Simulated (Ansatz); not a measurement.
# C2H7AlO2Si: molecular dynamics

Purpose: to follow the molecule's vibrations and see whether its bonds hold. The start is relaxed first. Runs: 363 steps of 0.5 fs under a Nosé-Hoover thermostat at 200 K. SMILES of the start: O[SiH2][CH]1C[O][AlH]1.

Program: Ansatz 0.2.0. Level of theory: RKS B3LYP-D4/STO-3G. These are calculated values, not measurements.

## Step 1: The structure to begin with

Bond lengths: O1–Si2 1.692 Å, Si2–C3 1.849 Å, C3–C4 1.556 Å, C4–O5 1.333 Å, C3–Al6 1.985 Å, O5–Al6 1.877 Å, O1–H7 0.963 Å, Si2–H8 1.427 Å, Si2–H9 1.452 Å, C3–H10 1.132 Å, C4–H11 1.129 Å, C4–H12 1.120 Å, Al6–H13 1.600 Å. Angles (14 of 23 angles, heavy atoms first): O1–Si2–C3 107.8°, Si2–C3–C4 116.9°, Si2–C3–Al6 111.7°, C4–C3–Al6 84.3°, C3–C4–O5 106.7°, C4–O5–Al6 95.1°, C3–Al6–O5 73.8°, O1–Si2–H8 111.4°, O1–Si2–H9 108.8°, C3–Si2–H8 108.6°, C3–Si2–H9 110.1°, Si2–O1–H7 107.5°, Si2–C3–H10 115.2°, C4–C3–H10 113.6°.

Coordinates:

```xyz
13

O    -1.5387    1.6242    1.2580
Si   -1.2191    0.6776   -0.1075
C     0.1148   -0.5240    0.3357
C     0.8172   -1.2627   -0.8403
O     2.0799   -0.8371   -0.8597
Al    1.8699    0.3765    0.5571
H    -1.8812    1.0389    1.9414
H    -2.3744   -0.0545   -0.5159
H    -0.7724    1.5447   -1.1837
H    -0.1140   -1.1931    1.2193
H     0.2470   -1.0231   -1.7844
H     0.7293   -2.3640   -0.6538
H     2.0621    1.9620    0.6486
```

## Step 2: Preparing the start

The input, input.yaml:

```yaml
crystal:
  periodic: [false, false, false]
  atoms:
    - { symbol: O, position_ang: [-1.5387, 1.6242, 1.258] }
    - { symbol: Si, position_ang: [-1.2191, 0.6776, -0.1075] }
    - { symbol: C, position_ang: [0.1148, -0.524, 0.3357] }
    - { symbol: C, position_ang: [0.8172, -1.2627, -0.8403] }
    - { symbol: O, position_ang: [2.0799, -0.8371, -0.8597] }
    - { symbol: Al, position_ang: [1.8699, 0.3765, 0.5571] }
    - { symbol: H, position_ang: [-1.8812, 1.0389, 1.9414] }
    - { symbol: H, position_ang: [-2.3744, -0.0545, -0.5159] }
    - { symbol: H, position_ang: [-0.7724, 1.5447, -1.1837] }
    - { symbol: H, position_ang: [-0.114, -1.1931, 1.2193] }
    - { symbol: H, position_ang: [0.247, -1.0231, -1.7844] }
    - { symbol: H, position_ang: [0.7293, -2.364, -0.6538] }
    - { symbol: H, position_ang: [2.0621, 1.962, 0.6486] }
basis:
  gaussian: { orbitals: STO-3G }
hamiltonian:
  xc: b3lyp
  dispersion: d4
relax:
  f_tol: 0.02
  max_steps: 40
output:
  orbitals: {}
```

The run is started by

```bash
ansatz run input.yaml --threads 1 --pin off --max-ram 2048MiB --backend cpu --events-out ev --progress --plain --runs-dir out
```

The log of the run, cut to the lines that bear on the results:

```text
Warning: RAYON_NUM_THREADS=1 ignored (pool sized by the plan → 1); use --threads N
[...]
Functional definition: B3LYP
[...]
644 factors; integrals over basis functions are off by at most 1.3e-5 eV
[...]
mean field -20502.63465911 eV, -753.4579265374 hartree, gradient 1.7e-5 eV, S^2 0.000000; 0 other end points of the search recorded, 0 dependent functions left out
[...]
reference -20502.63486574 eV, -753.4579341310 hartree; 31, 31 occupied and 14, 14 virtual orbitals, 644 factors
relax step   1: F+E_penalty+E_count = -20503.15798460 eV  Δ(F+E_penalty+E_count) = +0.000e0 eV  max|allowed force component| = 6.943e0 eV/Å  Δτ_max = 0.0000 Å  (26 SCF iters, accepted)
[...]
relax step   4: F+E_penalty+E_count = -20504.86115821 eV  Δ(F+E_penalty+E_count) = -7.034e-2 eV  max|allowed force component| = 3.648e-1 eV/Å  Δτ_max = 0.1947 Å  (27 SCF iters, accepted)
[...]
relax step   7: F+E_penalty+E_count = -20504.91139669 eV  Δ(F+E_penalty+E_count) = -2.891e-4 eV  max|allowed force component| = 1.551e-1 eV/Å  Δτ_max = 0.0969 Å  (26 SCF iters, accepted)
[...]
relax step  10: F+E_penalty+E_count = -20504.92068850 eV  Δ(F+E_penalty+E_count) = -3.951e-4 eV  max|allowed force component| = 2.898e-2 eV/Å  Δτ_max = 0.0286 Å  (28 SCF iters, accepted)
[...]
relax step  13: F+E_penalty+E_count = -20504.92163053 eV  Δ(F+E_penalty+E_count) = -1.579e-4 eV  max|allowed force component| = 2.123e-2 eV/Å  Δτ_max = 0.0286 Å  (27 SCF iters, accepted)
[...]
644 factors; integrals over basis functions are off by at most 1.6e-5 eV
mean field -20504.41474704 eV, -753.5233435623 hartree, gradient 1.1e-5 eV, S^2 0.000000; 1 other end points of the search recorded, 0 dependent functions left out
[...]
reference -20504.41495741 eV, -753.5233512931 hartree; 31, 31 occupied and 14, 14 virtual orbitals, 644 factors
Total energy: -20504.92192857 eV, -753.5419821398 hartree
Atom 0 at    -1.746867     1.795282     1.086194 Å, force    -0.002821    -0.017278     0.012288 eV/Å
Atom 1 at    -1.392668     0.583173    -0.085738 Å, force    -0.012898    -0.005790     0.004468 eV/Å
Atom 2 at     0.147782    -0.387233     0.349537 Å, force     0.007015    -0.000126    -0.004648 eV/Å
Atom 3 at     0.810922    -1.168904    -0.869387 Å, force     0.003622    -0.001030     0.006090 eV/Å
Atom 4 at     2.197750    -0.618567    -0.926756 Å, force    -0.006378     0.010339     0.006252 eV/Å
Atom 5 at     1.870823     0.423696     0.400873 Å, force     0.003321    -0.015961    -0.004500 eV/Å
Atom 6 at    -1.977844     1.259343     1.928252 Å, force     0.004409     0.013134    -0.018580 eV/Å
Atom 7 at    -2.530453    -0.304557    -0.272296 Å, force     0.007714     0.010532    -0.001108 eV/Å
Atom 8 at    -1.174631     1.318094    -1.311786 Å, force     0.000253    -0.003732     0.005126 eV/Å
Atom 9 at    -0.061007    -1.086172     1.172382 Å, force    -0.000928     0.005324    -0.004874 eV/Å
Atom 10 at     0.294822    -0.997788    -1.842519 Å, force    -0.001350     0.000173     0.002887 eV/Å
Atom 11 at     0.833660    -2.270522    -0.706585 Å, force    -0.000167     0.002260    -0.001564 eV/Å
Atom 12 at     2.748112     1.419556     1.092629 Å, force    -0.001792     0.002153    -0.001837 eV/Å
Dipole moment:     0.015988    -0.097319     0.348837 e Å
```

Run time: 52 s. Hardware: 1 thread of Arm Neoverse V2, shared host; peak memory 0.15 GiB.

Relaxation path:

| step | energy from step 1 (eV) | largest force component (eV/Å) |
| --- | --- | --- |
| 1 | 0.0000 | 6.9435 |
| 2 | -1.3052 | 2.7422 |
| 3 | -1.6328 | 0.4624 |
| 4 | -1.7032 | 0.3648 |
| 5 | -1.7413 | 0.2586 |
| 6 | -1.7531 | 0.1552 |
| 7 | -1.7534 | 0.1551 |
| 8 | -1.7614 | 0.1537 |
| 9 | -1.7623 | 0.0302 |
| 10 | -1.7627 | 0.0290 |
| 11 | -1.7630 | 0.0304 |
| 12 | -1.7635 | 0.0324 |
| 13 | -1.7636 | 0.0212 |
| 14 | -1.7637 | 0.0186 |

Step 1 is the start.

After: Bond lengths: O1–Si2 1.723 Å, Si2–C3 1.872 Å, C3–C4 1.593 Å, C4–O5 1.493 Å, C3–Al6 1.905 Å, O5–Al6 1.719 Å, O1–H7 1.025 Å, Si2–H8 1.455 Å, Si2–H9 1.446 Å, C3–H10 1.100 Å, C4–H11 1.115 Å, C4–H12 1.114 Å, Al6–H13 1.497 Å. Angles (14 of 23 angles, heavy atoms first): O1–Si2–C3 112.1°, Si2–C3–C4 114.8°, Si2–C3–Al6 122.0°, C4–C3–Al6 81.5°, C3–C4–O5 103.6°, C4–O5–Al6 91.0°, C3–Al6–O5 83.9°, O1–Si2–H8 110.8°, O1–Si2–H9 104.5°, C3–Si2–H8 110.9°, C3–Si2–H9 109.7°, Si2–O1–H7 103.7°, Si2–C3–H10 110.3°, C4–C3–H10 109.9°.

Pairs that crossed the distance rule for bonds on the way: came closer C4–Al6.

## Step 3: Dynamics

363 steps of 0.5 fs under a Nosé-Hoover thermostat at 200 K, from the relaxed start.

The input, input.yaml:

```yaml
crystal:
  periodic: [false, false, false]
  atoms:
    - { symbol: O, position_ang: [-1.746867, 1.795282, 1.086194] }
    - { symbol: Si, position_ang: [-1.392668, 0.583173, -0.085738] }
    - { symbol: C, position_ang: [0.147782, -0.387233, 0.349537] }
    - { symbol: C, position_ang: [0.810922, -1.168904, -0.869387] }
    - { symbol: O, position_ang: [2.19775, -0.618567, -0.926756] }
    - { symbol: Al, position_ang: [1.870823, 0.423696, 0.400873] }
    - { symbol: H, position_ang: [-1.977844, 1.259343, 1.928252] }
    - { symbol: H, position_ang: [-2.530453, -0.304557, -0.272296] }
    - { symbol: H, position_ang: [-1.174631, 1.318094, -1.311786] }
    - { symbol: H, position_ang: [-0.061007, -1.086172, 1.172382] }
    - { symbol: H, position_ang: [0.294822, -0.997788, -1.842519] }
    - { symbol: H, position_ang: [0.83366, -2.270522, -0.706585] }
    - { symbol: H, position_ang: [2.748112, 1.419556, 1.092629] }
basis:
  gaussian: { orbitals: STO-3G }
hamiltonian:
  xc: b3lyp
  dispersion: d4
md:
  timestep: 0.5
  n_steps: 363
  ensemble: nvt_nose_hoover
  temperature: 200.0
  initial_velocities: maxwell_boltzmann
  seed: 918076
  nose_hoover: { tau: 50.0, chain_length: 5 }
```

The run is started by

```bash
ansatz run input.yaml --threads 1 --pin off --max-ram 2048MiB --backend cpu --events-out ev --progress --plain --runs-dir out
```

The log of the run, cut to the lines that bear on the results:

```text
Warning: RAYON_NUM_THREADS=1 ignored (pool sized by the plan → 1); use --threads N
[...]
[... 1 set-up line as earlier in the session ...]
[...]
641 factors; integrals over basis functions are off by at most 1.9e-5 eV
[...]
mean field -20504.41474906 eV, -753.5233436365 hartree, gradient 2.9e-5 eV, S^2 0.000000; 0 other end points of the search recorded, 0 dependent functions left out
[...]
reference -20504.41496006 eV, -753.5233513907 hartree; 31, 31 occupied and 14, 14 virtual orbitals, 641 factors
md step     0: t =     0.00 fs  T =   200.0 K  F+E_penalty+E_count = -20504.92172021 eV  E_kin = 0.284372 eV  conserved = -20504.63734821 eV  (23 SCF iters)
[...]
md step    17: t =     8.50 fs  T =    55.5 K  F+E_penalty+E_count = -20504.71419783 eV  E_kin = 0.078924 eV  conserved = -20504.63630422 eV  (21 SCF iters, 3 dispersion substeps)
[...]
md step    34: t =    17.00 fs  T =   127.2 K  F+E_penalty+E_count = -20504.80997951 eV  E_kin = 0.180805 eV  conserved = -20504.63646385 eV  (22 SCF iters, 3 dispersion substeps)
[...]
md step    51: t =    25.50 fs  T =   110.4 K  F+E_penalty+E_count = -20504.77637876 eV  E_kin = 0.157032 eV  conserved = -20504.63687100 eV  (22 SCF iters, 3 dispersion substeps)
[...]
md step    68: t =    34.00 fs  T =    97.8 K  F+E_penalty+E_count = -20504.74214335 eV  E_kin = 0.139061 eV  conserved = -20504.63628420 eV  (21 SCF iters, 3 dispersion substeps)
md step    69: t =    34.50 fs  T =    91.6 K  F+E_penalty+E_count = -20504.73240863 eV  E_kin = 0.130271 eV  conserved = -20504.63620494 eV  (22 SCF iters, 3 dispersion substeps)
md step    70: t =    35.00 fs  T =    89.2 K  F+E_penalty+E_count = -20504.72818535 eV  E_kin = 0.126873 eV  conserved = -20504.63622059 eV  (22 SCF iters, 3 dispersion substeps)
```

## Step 4: The log goes on: dynamics from the start

The log, continued, cut to the lines that bear on the results:

```text
md step    71: t =    35.50 fs  T =    90.5 K  F+E_penalty+E_count = -20504.72923572 eV  E_kin = 0.128680 eV  conserved = -20504.63631303 eV  (22 SCF iters, 3 dispersion substeps)
[...]
md step    94: t =    47.00 fs  T =   128.6 K  F+E_penalty+E_count = -20504.75403336 eV  E_kin = 0.182842 eV  conserved = -20504.63619339 eV  (22 SCF iters, 3 dispersion substeps)
[...]
md step   117: t =    58.50 fs  T =   153.9 K  F+E_penalty+E_count = -20504.75867186 eV  E_kin = 0.218810 eV  conserved = -20504.63641442 eV  (22 SCF iters, 3 dispersion substeps)
[...]
md step   140: t =    70.00 fs  T =   147.6 K  F+E_penalty+E_count = -20504.72564620 eV  E_kin = 0.209880 eV  conserved = -20504.63644468 eV  (22 SCF iters, 3 dispersion substeps)
[...]
md step   162: t =    81.00 fs  T =   129.8 K  F+E_penalty+E_count = -20504.68203018 eV  E_kin = 0.184493 eV  conserved = -20504.63664504 eV  (22 SCF iters, 3 dispersion substeps)
md step   163: t =    81.50 fs  T =   124.8 K  F+E_penalty+E_count = -20504.67435046 eV  E_kin = 0.177492 eV  conserved = -20504.63661930 eV  (22 SCF iters, 3 dispersion substeps)
```

## Step 5: The log goes on: dynamics from the start

The log, continued, cut to the lines that bear on the results:

```text
md step   164: t =    82.00 fs  T =   116.4 K  F+E_penalty+E_count = -20504.66160820 eV  E_kin = 0.165484 eV  conserved = -20504.63650435 eV  (22 SCF iters, 3 dispersion substeps)
[...]
md step   182: t =    91.00 fs  T =   142.9 K  F+E_penalty+E_count = -20504.68618145 eV  E_kin = 0.203213 eV  conserved = -20504.63577251 eV  (22 SCF iters, 3 dispersion substeps)
[...]
md step   200: t =   100.00 fs  T =   181.9 K  F+E_penalty+E_count = -20504.72804919 eV  E_kin = 0.258645 eV  conserved = -20504.63683227 eV  (25 SCF iters, 3 dispersion substeps)
[...]
md step   218: t =   109.00 fs  T =   144.6 K  F+E_penalty+E_count = -20504.65798316 eV  E_kin = 0.205619 eV  conserved = -20504.63568517 eV  (23 SCF iters, 3 dispersion substeps)
[...]
Atom 3 at     0.763918    -1.146641    -0.804632 Å, force    -0.742744     0.351084    -0.612753 eV/Å
Atom 4 at     2.236025    -0.891634    -0.856640 Å, force    -0.366074     0.907640     1.057845 eV/Å
Atom 5 at     2.027632     0.441239     0.283779 Å, force     0.737027    -0.500804    -0.053528 eV/Å
Atom 6 at    -2.522626     0.844713     1.794178 Å, force     0.325531     0.254897    -0.426892 eV/Å
Atom 7 at    -2.366092    -0.132760    -0.745612 Å, force    -0.026271    -0.363277     0.231850 eV/Å
Atom 8 at    -1.048798     1.662281    -1.191195 Å, force    -0.173626     0.080781     0.669632 eV/Å
Atom 9 at    -0.032854    -0.792757     1.236789 Å, force     0.227350    -0.398381     0.674088 eV/Å
Atom 10 at     0.333354    -0.873428    -1.813244 Å, force     0.028604     0.123317     0.488400 eV/Å
Atom 11 at     0.475729    -2.224719    -0.700848 Å, force     0.489877     0.153664     0.432898 eV/Å
Atom 12 at     3.066181     1.401396     0.900034 Å, force    -0.643055    -0.524301    -0.451665 eV/Å
Dipole moment:    -0.022704    -0.008422     0.243147 e Å
```

Wall time 19 min (1 thread of Arm Neoverse V2, shared host); peak memory 0.12 GiB.

## Step 6: The trajectory

The trajectory, every 14 steps (energies from step 0):

| time (fs) | T (K) | potential energy change (meV/atom) | conserved energy change (meV/atom) |
| --- | --- | --- | --- |
| 0.0 | 200 | 0.0 | 0.00 |
| 7.0 | 79 | 13.3 | 0.05 |
| 14.0 | 131 | 7.9 | 0.04 |
| 21.0 | 103 | 11.6 | 0.07 |
| 28.0 | 100 | 12.7 | 0.08 |
| 35.0 | 89 | 14.9 | 0.09 |
| 42.0 | 116 | 13.2 | 0.08 |
| 49.0 | 136 | 12.5 | 0.06 |
| 56.0 | 149 | 12.5 | 0.06 |
| 63.0 | 136 | 15.4 | 0.06 |
| 70.0 | 148 | 15.1 | 0.07 |
| 77.0 | 133 | 17.8 | 0.10 |
| 84.0 | 84 | 23.8 | 0.13 |
| 91.0 | 143 | 18.1 | 0.12 |
| 98.0 | 142 | 19.1 | 0.10 |
| 105.0 | 160 | 18.0 | 0.09 |
| 112.0 | 195 | 15.1 | 0.05 |
| 119.0 | 236 | 11.8 | 0.03 |
| 126.0 | 167 | 20.4 | 0.08 |
| 133.0 | 227 | 15.0 | 0.06 |
| 140.0 | 175 | 21.8 | 0.11 |
| 147.0 | 207 | 19.5 | 0.13 |
| 154.0 | 147 | 27.1 | 0.14 |
| 161.0 | 240 | 18.0 | 0.10 |
| 168.0 | 211 | 22.2 | 0.11 |
| 175.0 | 221 | 21.9 | 0.07 |
| 181.5 | 222 | 22.5 | 0.10 |

time (fs), T (K) and a bar:
```
      0.0        200 #########################
      8.0         62 
     16.0        120 ##########
     23.5         85 ####
     31.5        135 #############
     39.5        112 #########
     47.5        128 ############
     55.0        136 #############
     63.0        136 #############
     71.0        145 ###############
     79.0        120 ##########
     87.0        162 ##################
     94.5        175 ####################
    102.5        135 #############
    110.5        149 ###############
    118.5        231 ##############################
    126.5        160 #################
    134.0        203 #########################
    142.0        162 ##################
    150.0        209 ##########################
    158.0        220 ############################
    165.5        206 ##########################
    173.5        195 ########################
    181.5        222 ############################
```

Maxima of the velocity power spectrum (cm⁻¹, relative height; resolution about 370 cm⁻¹): 1060 (100), 2620 (51).

## Step 7: Frames from the trajectory

Positions (Å) and forces (eV/Å):

```xyz
13
time_fs=22.5 T=78 dE=0.1890
O    -1.800    1.780    1.093    0.216    0.082    0.063
Si   -1.341    0.613   -0.091   -0.799   -0.817    1.694
C     0.142   -0.423    0.392    0.693    0.175   -0.809
C     0.839   -1.209   -0.851   -1.206    0.304    0.080
O     2.172   -0.611   -0.952    0.775    0.306    0.354
Al    1.846    0.421    0.389    0.663    0.750    0.074
H    -2.025    1.256    1.941   -0.015   -0.173   -0.066
H    -2.520   -0.227   -0.350    0.376    0.184   -0.299
H    -0.978    1.461   -1.141    0.188    0.512   -1.335
H    -0.020   -1.062    1.256   -0.321   -0.480    0.151
H     0.307   -1.042   -1.813   -0.281    0.119   -0.088
H     0.872   -2.309   -0.749    0.128   -0.338    0.427
H     2.705    1.545    0.983   -0.418   -0.624   -0.245
13
time_fs=45.5 T=144 dE=0.1404
O    -1.820    1.748    1.126    0.150   -0.305   -0.320
Si   -1.296    0.634   -0.108   -1.151   -0.850    0.979
C     0.133   -0.437    0.394    0.745    0.433    0.395
C     0.786   -1.214   -0.807    0.438   -0.794   -0.154
O     2.145   -0.603   -0.966   -0.144    0.116    0.061
Al    1.859    0.440    0.375   -0.759   -0.705    0.093
H    -2.189    1.148    1.876    0.123    0.002   -0.254
H    -2.386   -0.263   -0.529    0.149    0.489    0.062
H    -0.883    1.425   -1.202    0.147    0.622   -0.666
H    -0.107   -1.150    1.206    0.027    0.442   -0.193
H     0.263   -1.234   -1.787   -0.250    0.472   -0.066
H     0.868   -2.288   -0.534    0.256   -0.133    0.014
H     2.652    1.485    1.066    0.269    0.212    0.049
13
time_fs=68.0 T=136 dE=0.2087
O    -1.805    1.665    1.129   -0.345    0.960    0.508
Si   -1.312    0.666   -0.132    1.075   -0.518   -1.270
C     0.188   -0.383    0.436   -1.690   -0.308    0.015
C     0.778   -1.252   -0.756    0.547    0.152   -0.187
O     2.119   -0.580   -0.987   -0.628   -0.722   -0.022
Al    1.862    0.428    0.379    0.627   -0.128   -0.532
H    -2.328    1.072    1.765   -0.104   -0.211    0.166
H    -2.381   -0.100   -0.741   -0.148   -0.350    0.337
H    -0.919    1.543   -1.252    0.095   -0.208    0.772
H    -0.064   -1.010    1.314   -0.046    0.203   -0.292
H     0.160   -1.228   -1.687    0.122    0.128    0.032
H     0.882   -2.342   -0.502    0.163    0.440    0.054
H     2.849    1.372    0.910    0.332    0.563    0.420
13
time_fs=91.0 T=143 dE=0.2355
O    -1.865    1.651    1.176   -0.014   -0.601   -0.309
Si   -1.290    0.665   -0.154    0.019    2.408   -0.689
C     0.158   -0.337    0.406    0.167   -0.239   -0.093
C     0.770   -1.258   -0.722    0.070    0.251   -0.536
O     2.086   -0.601   -0.990    0.412   -0.448   -0.295
Al    1.918    0.426    0.365   -0.293    0.738    0.776
H    -2.352    0.949    1.762    0.228    0.339   -0.214
H    -2.396   -0.069   -0.695   -0.253   -0.575   -0.118
H    -0.883    1.628   -1.247   -0.318   -0.855    1.145
H    -0.217   -0.933    1.231    0.260   -0.387    0.698
H     0.169   -1.266   -1.672    0.222   -0.248    0.283
H     0.922   -2.316   -0.385   -0.151    0.252   -0.171
H     2.783    1.492    1.054   -0.347   -0.634   -0.476
13
time_fs=113.5 T=202 dE=0.1895
O    -1.950    1.634    1.155   -0.046    0.168   -0.086
Si   -1.298    0.708   -0.127    0.731    0.380   -0.270
C     0.156   -0.329    0.424    0.853   -0.009   -0.155
C     0.801   -1.237   -0.743   -0.790    0.024    0.095
O     2.138   -0.671   -0.991    0.241    1.010    0.711
Al    1.910    0.425    0.345    0.553   -0.276   -0.292
H    -2.200    0.923    1.835   -0.214   -0.187    0.423
H    -2.227   -0.265   -0.658   -0.434    0.283   -0.387
H    -0.849    1.764   -1.057   -0.417   -0.759    0.123
H    -0.143   -0.944    1.288    0.197    0.036   -0.033
H     0.190   -1.208   -1.681    0.110   -0.346    0.102
H     0.935   -2.289   -0.406   -0.446   -0.200   -0.162
H     2.942    1.371    0.919   -0.337   -0.124   -0.068
13
time_fs=136.0 T=179 dE=0.2708
O    -2.050    1.636    1.162    0.351   -0.527    0.340
Si   -1.309    0.722   -0.107   -0.241   -1.623    1.093
C     0.201   -0.330    0.399   -0.131    0.502    0.716
C     0.764   -1.222   -0.784    0.718    0.319    0.742
O     2.174   -0.735   -0.931    0.150    0.124   -0.190
Al    1.954    0.429    0.316   -0.980   -0.734   -0.683
H    -2.117    0.920    1.907   -0.137    0.440   -0.238
H    -2.367   -0.107   -0.730    0.565    0.337    0.044
H    -0.785    1.663   -1.005    0.085    0.871   -0.996
H     0.148   -0.900    1.359   -0.660    0.059   -0.744
H     0.205   -1.075   -1.723   -0.157   -0.153   -0.401
H     0.809   -2.297   -0.538   -0.360   -0.367   -0.096
H     2.785    1.464    0.899    0.797    0.751    0.412
13
time_fs=159.0 T=220 dE=0.2577
O    -2.082    1.610    1.180    0.475    0.099   -0.494
Si   -1.300    0.718   -0.088   -2.421   -0.967    0.736
C     0.194   -0.253    0.366    0.501    0.342    0.054
C     0.738   -1.157   -0.811    1.126   -0.460    0.396
O     2.217   -0.800   -0.863   -0.803   -0.616   -0.703
Al    1.978    0.419    0.290    0.220    0.757    0.664
H    -2.338    0.928    1.886   -0.032   -0.440    0.256
H    -2.262   -0.209   -0.727    0.318    0.204    0.464
H    -1.173    1.700   -1.054    0.830    1.314   -1.211
H    -0.061   -0.887    1.226    0.172   -0.021    0.063
H     0.273   -1.011   -1.804   -0.142    0.293   -0.179
H     0.619   -2.231   -0.569    0.058   -0.230   -0.060
H     2.958    1.487    0.729   -0.301   -0.275    0.014
13
time_fs=181.5 T=222 dE=0.2929
O    -2.062    1.567    1.217   -0.434    0.234    0.511
Si   -1.391    0.731   -0.110    1.205   -0.139   -0.855
C     0.226   -0.172    0.386   -0.627   -0.179   -1.667
C     0.764   -1.147   -0.805   -0.743    0.351   -0.613
O     2.236   -0.892   -0.857   -0.366    0.908    1.058
Al    2.028    0.441    0.284    0.737   -0.501   -0.053
H    -2.523    0.845    1.794    0.326    0.255   -0.427
H    -2.366   -0.133   -0.746   -0.026   -0.363    0.232
H    -1.049    1.662   -1.191   -0.174    0.081    0.670
H    -0.033   -0.793    1.237    0.227   -0.398    0.674
H     0.333   -0.873   -1.813    0.029    0.123    0.488
H     0.476   -2.225   -0.701    0.490    0.154    0.433
H     3.066    1.401    0.900   -0.643   -0.524   -0.452
```

## Step 8: What came out

| quantity | value |
| --- | --- |
| relaxation of the start | 13 moves, 1.764 eV lower |
| length | 363 steps of 0.5 fs |
| temperature, first and last step | 200 and 222 K |
| temperature, second half | mean 187 K, from 119 to 250 K |
| potential energy, second half | +20 meV/atom from the start |
| largest change of the conserved energy | 0.16 meV/atom |
| bonds formed or broken | 0 |

In words: Against a set 200 K the second half averages 187 K with a spread of 30 K. The conserved energy strays from its start by at most 0.16 meV/atom, 1.0 % of the mean kinetic energy, which is good for a step of 0.5 fs. The bonding pattern survives the run. A run of 182 fs with 13 atoms shows the motion but fixes no equilibrium value. The nuclei move classically, without zero-point motion, which matters most for hydrogen. In so small a basis the energies are only a sketch.
